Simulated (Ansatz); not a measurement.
# NbNO3 (element-swapped structure): how the settings move a single-point run

Question: which choices in the input matter for NbNO3 (element-swapped structure)?

Method: reference: DFT PBE, plane waves, PAW, scalar-relativistic, no spin polarisation, in Ansatz 0.2.0.

### Step 1. Starting point

It takes space group R-3c (No. 167, trigonal). The conventional cell has a = 4.779 Å, b = 4.779 Å, c = 15.541 Å, α = 90.00°, β = 90.00°, γ = 120.00°. Around Nb (site symmetry -3) lie 6 O at 1.89 Å. N (site symmetry 32) has 6 O at 2.32 to 2.46 Å as nearest neighbours. Around O (site symmetry 2) lie 2 Nb at 1.89 Å.

Structure file:

```
CELL_PARAMETERS angstrom
1.94579 -4.36520 0.00000
0.00000 2.61627 -3.99952
5.86934 0.00000 0.00000
ATOMIC_POSITIONS crystal
Nb 0.00000 0.00000 0.00000
Nb 0.00000 0.50000 0.50000
N 0.50000 0.75000 0.75000
N 0.50000 0.25000 0.25000
O 0.98600 0.75000 0.75000
O 0.50000 0.23600 0.75000
O 0.01400 0.26400 0.75000
O 0.01400 0.25000 0.25000
O 0.50000 0.76400 0.25000
O 0.98600 0.73600 0.25000
```

### Step 2. Baseline

The input, input.yaml:

```yaml
crystal:
  lattice:
    - [1.945789, -4.365195, 0.0]
    - [0.0, 2.616264, -3.999527]
    - [5.869341, 0.0, 0.0]
  atoms:
    - { symbol: Nb, position: [0.0, 0.0, 0.0] }
    - { symbol: Nb, position: [0.0, 0.5, 0.5] }
    - { symbol: "N", position: [0.5, 0.75, 0.75] }
    - { symbol: "N", position: [0.5, 0.25, 0.25] }
    - { symbol: O, position: [0.986, 0.75, 0.75] }
    - { symbol: O, position: [0.5, 0.236, 0.75] }
    - { symbol: O, position: [0.014, 0.264, 0.75] }
    - { symbol: O, position: [0.014, 0.25, 0.25] }
    - { symbol: O, position: [0.5, 0.764, 0.25] }
    - { symbol: O, position: [0.986, 0.736, 0.25] }
  symmetry: { tolerance: 0.0003 }
kpoints:
  mp_grid: { grid: [5, 5, 5], shift: [0, 0, 0] }
magnetization:
  spin_polarized: false
scf:
  occupations: { method: cold, width: 0.0258 }
hamiltonian:
  pseudopotentials: { kind: paw }
  xc: pbe
basis:
  ecutwfc: 420
output:
  forces: true
  stress: true
  eigenvalues: true
```

Command:

```console
> ansatz run input.yaml --threads 1 --pin off --max-ram 2560MiB --backend cpu --events-out ev --progress --plain --runs-dir out
```

### Step 3. Changed: preconditioner ldos

input.yaml, as its differences from that of step 2:

```diff
@@ -23,2 +23,3 @@
   occupations: { method: cold, width: 0.0258 }
+  mixing: { preconditioner: ldos }
 hamiltonian:
```

### Step 4. Changed: lower_state_search off

input.yaml, as its differences from that of step 2:

```diff
@@ -23,2 +23,3 @@
   occupations: { method: cold, width: 0.0258 }
+  lower_state_search: "off"
 hamiltonian:
@@ -32 +33,5 @@
   eigenvalues: true
+  write_density: true
+  write_potential: true
+  elf: true
+  volumetric_format: npy
```

### Step 5. Variant: chi_scale 0.0, ecutrho_ratio 8

input.yaml, as its differences from that of step 2:

```diff
@@ -23,2 +23,3 @@
   occupations: { method: cold, width: 0.0258 }
+  initial_density: { chi_scale: 0.0 }
 hamiltonian:
@@ -28,2 +29,3 @@
   ecutwfc: 420
+  ecutrho_ratio: 8
 output:
```

### Step 6. Changed: ecutrho_ratio 12

input.yaml, as its differences from that of step 2:

```diff
@@ -28,2 +28,3 @@
   ecutwfc: 420
+  ecutrho_ratio: 12
 output:
```

What does the calculation give? Wanted: for each run, ending; energy change; pressure; gap; force.

**Answer**, as computed:

```
                              run     ending  energy change  pressure (GPa)  gap (eV)  force (eV/Å)  cycles   time
                        reference  converged              0            36.3      0.00          0.71       8  5.6 s
           1: preconditioner ldos  converged   0.0 meV/atom            36.3      0.00          0.71       9  6.2 s
        2: lower_state_search off  converged   0.0 meV/atom            36.3      0.00          0.71       8    7 s
3: chi_scale 0.0, ecutrho_ratio 8  converged   0.0 meV/atom            36.3      0.00          0.71      10    7 s
              4: ecutrho_ratio 12  converged   0.0 meV/atom            36.3      0.00          0.71       8  6.4 s
```

Times don't compare one to one where runs were asked for different outputs or read a saved state (see the inputs); cycles may leave out searches for a lower state.

Residual by cycle in the longest SCF loop of each run; runs are numbered as in the table. The quantity is the density residual dr2, in eV.

```
cycle  reference    run 1    run 2   run 3    run 4
    1       1.05     1.05     1.05    67.1     1.05
    2      0.236   0.0615    0.236    9.94    0.236
    3     0.0138  0.00948   0.0138    4.41   0.0138
    4    0.00415   6.1e-4  0.00415    0.25  0.00415
    5     5.1e-4   5.5e-5   5.1e-4   0.191   5.1e-4
    6     7.9e-6   1.1e-5   7.9e-6  0.0426   7.9e-6
    7     7.1e-7   3.2e-6   7.1e-7  7.9e-5   7.3e-7
    8     6.5e-9   8.3e-7   6.5e-9  8.7e-5   5.1e-9
    9          -   1.1e-8        -  5.5e-6        -
   10          -        -        -  7.8e-8        -
```

**Reading.** Of the converged runs whose energies compare with the reference's, none moves it noticeably. The structure is not at rest: the sound run finds 36 GPa, so these are no properties of the relaxed crystal. 

Caveats on the reference run: it is run without spin, though an odd electron count or open d shells could carry moments; its mesh is coarse for a cell with so small a gap or none; the structure is made up and not relaxed.
